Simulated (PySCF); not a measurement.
# C3H10SSi: NMR shifts and electronic excitations at several levels of theory, part 2 of 2

PySCF 2.14.0. Atoms count from 0. The steps go on from the part before.

## 8. Shielding tensors: PBE0/aug-cc-pVDZ

The job: settings as JSON, then the geometry in Å.

```
{"job": {"kind": "nmr", "xc": "PBE0", "basis": "aug-cc-pVDZ", "pop": true}, "charge": 0, "multiplicity": 1}
Si    -2.239338     0.712279     0.681102
C     -0.688416     0.455787    -0.363328
C      0.466829    -0.200550     0.390455
C      1.699149    -0.399295    -0.478819
S      3.077394    -1.242222     0.354684
H     -1.930778     1.571517     1.866918
H     -2.758018    -0.600483     1.176057
H     -3.307659     1.378225    -0.126282
H     -0.380472     1.438973    -0.761596
H     -0.967939    -0.151940    -1.242118
H      0.741296     0.414814     1.265658
H      0.160153    -1.179086     0.796257
H      2.047933     0.557895    -0.897807
H      1.461243    -1.049374    -1.336411
H      3.292396    -0.294820     1.293327
```

With the program's defaults for keys left out, this is: GIAO PBE0/aug-cc-pVDZ NMR shielding, non-relativistic, gas phase.

Log:

```text
coarse grid: 12712 points
cycle   1  E = -807.5745579394  dE =  1.469e-01  |g| = 3.080e-01  |ddm| = 8.455e+00
cycle   2  E = -807.5701918571  dE =  4.366e-03  |g| = 3.411e-01  |ddm| = 1.608e+00
cycle   3  E = -807.6025397162  dE = -3.235e-02  |g| = 4.166e-02  |ddm| = 8.280e-01
cycle   4  E = -807.6029930842  dE = -4.534e-04  |g| = 1.733e-02  |ddm| = 1.337e-01
cycle   5  E = -807.6030820875  dE = -8.900e-05  |g| = 4.049e-03  |ddm| = 4.643e-02
cycle   6  E = -807.6030860736  dE = -3.986e-06  |g| = 1.203e-03  |ddm| = 1.207e-02
final grid: 111016 points
cycle   7  E = -807.6175371292  dE = -1.836e-05  |g| = 7.789e-03  |ddm| = 2.303e-01
cycle   8  E = -807.6175233222  dE =  1.381e-05  |g| = 1.047e-02  |ddm| = 4.334e-02
cycle   9  E = -807.6175537336  dE = -3.041e-05  |g| = 5.086e-04  |ddm| = 2.271e-02
cycle  10  E = -807.6175538099  dE = -7.631e-08  |g| = 1.609e-04  |ddm| = 1.485e-03
cycle  11  E = -807.6175538167  dE = -6.739e-09  |g| = 4.624e-05  |ddm| = 4.199e-04
cycle  12  E = -807.6175538172  dE = -5.336e-10  |g| = 1.354e-05  |ddm| = 1.474e-04
converged SCF energy = -807.6175538172

GIAO shielding tensors (ppm)
atom      isotropic    diamagn.    paramagn.     s11        s22        s33       span
  0 Si     476.745     894.531    -417.785    450.988    452.662    526.586     75.598
  1 C      184.336     202.228     -17.893    174.333    177.719    200.956     26.623
  2 C      158.042     194.036     -35.993    136.421    150.936    186.770     50.349
  3 C      160.402     225.712     -65.309    137.288    160.413    183.506     46.218
  4 S      627.826    1049.051    -421.224    499.992    560.678    822.810    322.819
  5 H       27.493      28.797      -1.304     24.352     25.823     32.302      7.950
  6 H       27.458      28.843      -1.385     24.325     25.743     32.305      7.980
  7 H       27.313      27.253       0.060     24.025     24.962     32.952      8.928
  8 H       30.612      28.558       2.054     25.819     30.176     35.843     10.024
  9 H       30.672      28.425       2.247     25.961     30.138     35.917      9.956
 10 H       29.980      28.564       1.416     24.734     32.321     32.885      8.151
 11 H       29.553      28.286       1.267     24.603     31.382     32.674      8.071
 12 H       28.647      32.862      -4.215     22.245     29.915     33.781     11.537
 13 H       29.407      31.753      -2.346     23.941     29.943     34.337     10.396
 14 H       30.071      27.236       2.835     23.357     28.820     38.035     14.678
```

Wall time 30 s (1 thread of Arm Neoverse V1, shared host); peak memory 0.95 GiB.

Key values: δ C2 37.1, C3 34.7, C1 10.8, Si0 -60.0, H5 3.97, H12 2.37 ppm (means over like atoms).

## 9. Shielding tensors: PBE0/IGLO-III

The job, as its differences from that of step 8:

```diff
@@ -1,2 +1,2 @@
-{"job": {"kind": "nmr", "xc": "PBE0", "basis": "aug-cc-pVDZ", "pop": true}, "charge": 0, "multiplicity": 1}
+{"job": {"kind": "nmr", "xc": "PBE0", "basis": "IGLO-III", "pop": true}, "charge": 0, "multiplicity": 1}
 Si    -2.239338     0.712279     0.681102
```

With the program's defaults for keys left out, this is: GIAO PBE0/IGLO-III NMR shielding, non-relativistic, gas phase.

Log:

```text
coarse grid: 12712 points
cycle   1  E = -807.6341164225  dE =  4.985e-02  |g| = 3.689e-01  |ddm| = 2.627e+00
cycle   2  E = -807.6298125393  dE =  4.304e-03  |g| = 3.647e-01  |ddm| = 1.016e+00
cycle   3  E = -807.6635823094  dE = -3.377e-02  |g| = 6.950e-02  |ddm| = 4.331e-01
cycle   4  E = -807.6647016510  dE = -1.119e-03  |g| = 2.387e-02  |ddm| = 1.071e-01
cycle   5  E = -807.6648382909  dE = -1.366e-04  |g| = 5.527e-03  |ddm| = 5.034e-02
cycle   6  E = -807.6648432707  dE = -4.980e-06  |g| = 2.050e-03  |ddm| = 5.595e-03
final grid: 111016 points
cycle   7  E = -807.6713019336  dE = -7.642e-05  |g| = 8.793e-03  |ddm| = 6.698e-02
cycle   8  E = -807.6712906405  dE =  1.129e-05  |g| = 1.044e-02  |ddm| = 1.882e-02
cycle   9  E = -807.6713169362  dE = -2.630e-05  |g| = 1.061e-03  |ddm| = 1.030e-02
cycle  10  E = -807.6713172033  dE = -2.671e-07  |g| = 2.572e-04  |ddm| = 9.746e-04
cycle  11  E = -807.6713172166  dE = -1.327e-08  |g| = 1.084e-04  |ddm| = 4.047e-04
cycle  12  E = -807.6713172193  dE = -2.766e-09  |g| = 1.902e-05  |ddm| = 7.806e-05
cycle  13  E = -807.6713172194  dE = -9.277e-11  |g| = 2.952e-06  |ddm| = 4.309e-05
converged SCF energy = -807.6713172194

GIAO shielding tensors (ppm)
atom      isotropic    diamagn.    paramagn.     s11        s22        s33       span
  0 Si     410.709     888.879    -478.170    382.990    386.573    462.565     79.575
  1 C      172.269     249.875     -77.605    161.905    164.786    190.117     28.213
  2 C      145.153     251.194    -106.040    122.188    138.516    174.756     52.568
  3 C      148.760     248.428     -99.669    125.009    148.603    172.666     47.657
  4 S      570.669    1054.393    -483.724    422.251    496.112    793.645    371.394
  5 H       27.441      29.529      -2.088     24.429     25.860     32.035      7.607
  6 H       27.411      29.506      -2.095     24.409     25.781     32.042      7.634
  7 H       27.270      28.760      -1.490     24.123     25.019     32.667      8.544
  8 H       30.660      31.280      -0.620     25.905     30.147     35.926     10.021
  9 H       30.713      31.391      -0.677     26.044     30.096     36.000      9.957
 10 H       29.987      33.089      -3.103     24.698     32.249     33.012      8.313
 11 H       29.557      32.435      -2.878     24.560     31.276     32.834      8.274
 12 H       28.662      30.556      -1.894     22.143     30.024     33.819     11.676
 13 H       29.465      30.087      -0.622     24.005     29.954     34.437     10.432
 14 H       29.934      29.939      -0.005     23.318     28.491     37.992     14.675
```

Wall time 47 s (1 thread of Arm Neoverse V1, shared host); peak memory 1.1 GiB.

This run: δ C2 38.6, C3 35.0, C1 11.5, Si0 -65.4, H5 4.00, H12 2.31 ppm (means over like atoms).

## 10. NMR shieldings: PBE0/pcSseg-0

The job, as its differences from that of step 9:

```diff
@@ -1,2 +1,2 @@
-{"job": {"kind": "nmr", "xc": "PBE0", "basis": "IGLO-III", "pop": true}, "charge": 0, "multiplicity": 1}
+{"job": {"kind": "nmr", "xc": "PBE0", "basis": "pcSseg-0", "pop": true}, "charge": 0, "multiplicity": 1}
 Si    -2.239338     0.712279     0.681102
```

Method: GIAO PBE0/pcSseg-0 NMR shielding, non-relativistic, gas phase.

Log:

```text
coarse grid: 12712 points
cycle   1  E = -806.4324676287  dE =  5.620e-02  |g| = 2.614e-01  |ddm| = 3.639e+00
cycle   2  E = -806.4361638805  dE = -3.696e-03  |g| = 2.564e-01  |ddm| = 7.922e-01
cycle   3  E = -806.4539933025  dE = -1.783e-02  |g| = 3.109e-02  |ddm| = 3.490e-01
cycle   4  E = -806.4542236991  dE = -2.304e-04  |g| = 1.298e-02  |ddm| = 7.706e-02
cycle   5  E = -806.4542718464  dE = -4.815e-05  |g| = 1.460e-03  |ddm| = 2.356e-02
cycle   6  E = -806.4542722081  dE = -3.618e-07  |g| = 8.204e-04  |ddm| = 3.406e-03
final grid: 111016 points
cycle   7  E = -806.5113281716  dE = -1.623e-05  |g| = 4.736e-03  |ddm| = 2.464e-02
cycle   8  E = -806.5113251514  dE =  3.020e-06  |g| = 5.756e-03  |ddm| = 1.493e-02
cycle   9  E = -806.5113340278  dE = -8.876e-06  |g| = 3.038e-04  |ddm| = 9.165e-03
cycle  10  E = -806.5113340537  dE = -2.588e-08  |g| = 8.652e-05  |ddm| = 5.972e-04
cycle  11  E = -806.5113340556  dE = -1.926e-09  |g| = 2.258e-05  |ddm| = 1.371e-04
cycle  12  E = -806.5113340557  dE = -1.251e-10  |g| = 7.392e-06  |ddm| = 3.201e-05
converged SCF energy = -806.5113340557

GIAO shielding tensors (ppm)
atom      isotropic    diamagn.    paramagn.     s11        s22        s33       span
  0 Si     451.006     879.307    -428.301    409.356    419.657    524.006    114.649
  1 C      187.299     250.649     -63.350    176.336    178.455    207.107     30.771
  2 C      158.085     244.617     -86.531    133.197    150.961    190.098     56.901
  3 C      160.417     247.251     -86.834    133.100    161.761    186.391     53.291
  4 S      618.419    1052.629    -434.209    495.569    563.278    796.411    300.842
  5 H       28.946      28.431       0.514     25.175     27.557     34.105      8.930
  6 H       28.877      28.244       0.632     25.142     27.407     34.081      8.939
  7 H       28.839      28.401       0.438     24.975     26.583     34.959      9.984
  8 H       32.417      31.880       0.538     26.740     32.166     38.346     11.606
  9 H       32.409      31.597       0.812     26.620     32.087     38.521     11.901
 10 H       32.003      31.934       0.069     26.039     34.648     35.323      9.284
 11 H       31.429      30.706       0.723     25.688     33.747     34.851      9.163
 12 H       30.568      30.827      -0.259     23.969     31.874     35.861     11.891
 13 H       30.968      29.920       1.048     24.767     31.835     36.301     11.534
 14 H       31.900      28.960       2.941     24.316     31.073     40.312     15.996
```

Wall time 6.7 s (1 thread of Arm Neoverse V1, shared host); peak memory 0.49 GiB.

In short: δ C2 35.4, C3 33.1, C1 6.2, Si0 -102.5, H5 3.94, H12 2.06 ppm (means over like atoms).

## 11. TDDFT and polarisability: HF/def2-SVPD

The job, as its differences from that of step 10:

```diff
@@ -1,2 +1,2 @@
-{"job": {"kind": "nmr", "xc": "PBE0", "basis": "pcSseg-0", "pop": true}, "charge": 0, "multiplicity": 1}
+{"job": {"kind": "uv", "xc": "HF", "basis": "def2-SVPD", "ip": true}, "charge": 0, "multiplicity": 1}
 Si    -2.239338     0.712279     0.681102
```

With the program's defaults for keys left out, this is: TDDFT HF/def2-SVPD, vertical, gas phase, core orbitals frozen in the response.

Log:

```text
final grid: 111016 points
cycle   1  E = -805.5247578992  dE =  3.706e-01  |g| = 4.054e-01  |ddm| = 4.101e+00
cycle   2  E = -805.5874983579  dE = -6.274e-02  |g| = 1.634e-01  |ddm| = 9.679e-01
cycle   3  E = -805.5953960543  dE = -7.898e-03  |g| = 5.809e-02  |ddm| = 4.537e-01
cycle   4  E = -805.5968141169  dE = -1.418e-03  |g| = 9.151e-03  |ddm| = 1.556e-01
cycle   5  E = -805.5968610129  dE = -4.690e-05  |g| = 2.831e-03  |ddm| = 3.269e-02
cycle   6  E = -805.5968671712  dE = -6.158e-06  |g| = 8.389e-04  |ddm| = 1.191e-02
cycle   7  E = -805.5968677419  dE = -5.707e-07  |g| = 2.410e-04  |ddm| = 3.351e-03
cycle   8  E = -805.5968677876  dE = -4.567e-08  |g| = 7.191e-05  |ddm| = 1.120e-03
cycle   9  E = -805.5968677909  dE = -3.334e-09  |g| = 2.150e-05  |ddm| = 2.728e-04
cycle  10  E = -805.5968677912  dE = -3.306e-10  |g| = 6.383e-06  |ddm| = 8.739e-05
converged SCF energy = -805.5968677912

Static polarisability (au): isotropic 83.550, principal 72.024 76.445 102.182

Singlet excitations
state   eV       nm        f      main configurations
  1   5.9877    207.1   0.00391   H->L+2 0.23, H->L 0.21, H->L+15 0.15
  2   6.9248    179.0   0.04205   H->L+1 0.73
  3   7.9560    155.8   0.02203   H->L+3 0.79
  4   8.2306    150.6   0.06759   H->L+5 0.32, H->L+4 0.18, H->L+2 0.17
  5   8.6696    143.0   0.02551   H->L 0.35, H->L+4 0.13, H->L+9 0.12
  6   9.0076    137.6   0.09367   H-1->L 0.25, H->L+11 0.13, H-1->L+2 0.10
  7   9.2304    134.3   0.09043   H->L+11 0.14, H->L+17 0.10, H->L+16 0.10
  8   9.3121    133.1   0.05335   H->L+5 0.16, H-1->L 0.14, H-1->L+4 0.11
  9   9.5891    129.3   0.29277   H-1->L+1 0.29, H-2->L+1 0.09
 10   9.6454    128.5   0.21788   H->L+5 0.10, H->L+4 0.09, H-1->L 0.09

Triplet excitations (Tamm-Dancoff, eV): 5.3875 6.2729 7.2516 7.5013
Vertical ionisation energy (delta-SCF) = 8.1793 eV
```

It took 18 s on 1 thread of Arm Neoverse V1, shared host; peak memory 0.8 GiB.

The orbitals next to the gap, with their largest atomic shares:

```
orbital      eV                       atoms
 HOMO−3  -12.79  Si0 35 %, H6 24 %, H5 20 %
 HOMO−2  -12.60  S4 18 %, Si0 18 %, C1 17 %
 HOMO−1  -11.71  S4 26 %, C1 24 %, Si0 16 %
   HOMO   -9.71   S4 75 %, C3 10 %, H14 6 %
   LUMO    2.29   Si0 31 %, S4 24 %, C1 7 %
 LUMO+1    2.46            S4 78 %, H14 8 %
 LUMO+2    2.67   Si0 33 %, S4 30 %, H7 6 %
```

With each of the 10 states as a Gaussian band of 0.4 eV half-width at 1/e, the curve within the window shown has maxima at 179 nm (ε 1,700), 150 nm (ε 3,700), 130 nm (ε 24,000) L/(mol cm). Beyond the last state computed it falls off for lack of states. The curve at chosen wavelengths:

| nm | ε (L/mol/cm) |
| --- | --- |
| 125 | 10730 |
| 129 | 23261 |
| 133 | 20649 |
| 138 | 10349 |
| 142 | 5416 |
| 146 | 3695 |
| 150 | 3712 |
| 154 | 3271 |
| 159 | 1736 |
| 163 | 797 |
| 167 | 548 |
| 171 | 880 |
| 175 | 1420 |
| 180 | 1698 |
| 184 | 1413 |
| 188 | 919 |
| 192 | 501 |
| 196 | 270 |
| 201 | 179 |
| 205 | 169 |
| 209 | 160 |
| 213 | 136 |
| 217 | 102 |
| 222 | 60 |
| 226 | 35 |
| 230 | 18 |

Ground-state properties from the same run:

```
           property  computed
  dipole moment (D)      1.51
polarisability (Å³)     12.38
 HOMO–LUMO gap (eV)     12.00
      −ε(HOMO) (eV)      9.71
```

## 12. Run by run: NMR shifts

Shifts (ppm) of some atoms, chosen among heavy atoms and hydrogens apart, means over like atoms, with basis size and wall time:

```
               run    C2    C3    C1   H10   H14     Si0    S4  functions   time
       PBE0/6-31G*  33.7  31.2   9.0  1.62  1.23   -35.5   -50         98  9.9 s
PBE0/6-311+G(2d,p)  36.9  34.5  11.1  1.59  1.42   -63.3   -58        211   28 s
     PBE0/def2-SVP  34.0  32.5   9.4  1.25  0.89   -66.4   -65        128   13 s
    PBE0/def2-TZVP  37.8  34.8  11.3  1.58  1.49   -64.2   -58        227   34 s
      PBE0/cc-pVDZ  37.2  34.8  11.5  1.41  1.06   -58.6   -76        128   14 s
      PBE0/cc-pVTZ  37.4  34.4  10.9  1.57  1.38   -57.2   -69        298   51 s
  PBE0/aug-cc-pVDZ  37.1  34.7  10.8  1.63  1.32   -60.0   -70        213   30 s
     PBE0/IGLO-III  38.6  35.0  11.5  1.60  1.44   -65.4   -52        293   47 s
     PBE0/pcSseg-0  35.4  33.1   6.2  1.12  0.93  -102.5  -103         73  6.7 s
```

## 13. Summary of results

This closing draws on all 2 parts.

| quantity | value |
| --- | --- |
| 13C shifts against TMS (PBE0/6-31G*) | 33.7, 31.2, 9.0 ppm |
| 1H shifts against TMS (PBE0/6-31G*, means over atoms taken as alike) | 4.07, 2.24, 1.62, 1.23, 0.58 ppm |
| 29Si shifts against TMS (PBE0/6-31G*) | -35.5 ppm |
| 33S shifts against CS2 (PBE0/6-31G*) | -50 ppm |
| lowest singlet (HF/def2-SVPD) | 5.99 eV (207 nm), f = 0.004 |
| brightest single state of those computed | state 9, 9.59 eV, f = 0.293 |
| lowest triplet | 5.39 eV |
| vertical ionisation energy (ΔSCF) | 8.18 eV |
| range of the shift of Si0 | -102.5 to -35.5 ppm |

**Reading.** Single values in the summary come from the first run of each kind that ended normally (PBE0/6-31G*; HF/def2-SVPD), which need not be the best level. At PBE0/6-31G*: The widest tensor belongs to S4: span 334 ppm, with a paramagnetic part of -458 ppm. The first singlet state (HOMO→LUMO+2 0.23, HOMO→LUMO 0.21) lies at 5.99 eV and is weak; of the 10 states computed, the strongest absorption comes from state 9 at 9.59 eV (the last state computed is bright too, and its partners may lie past the list). The lowest triplet lies 0.60 eV below the lowest singlet (triplets in Tamm-Dancoff, singlets in full TDDFT). At HF/def2-SVPD, the highest states lie near or above the ionisation energy, where they hang on the basis. The orbital energy would give 9.71 eV for ionisation, ΔSCF gives 8.18 eV. Across the 9 runs the shift of Si0 moves most, between -102.5 (PBE0/pcSseg-0) and -35.5 ppm (PBE0/6-31G*). Most of that comes from the computed reference, not from the atom's own shielding.
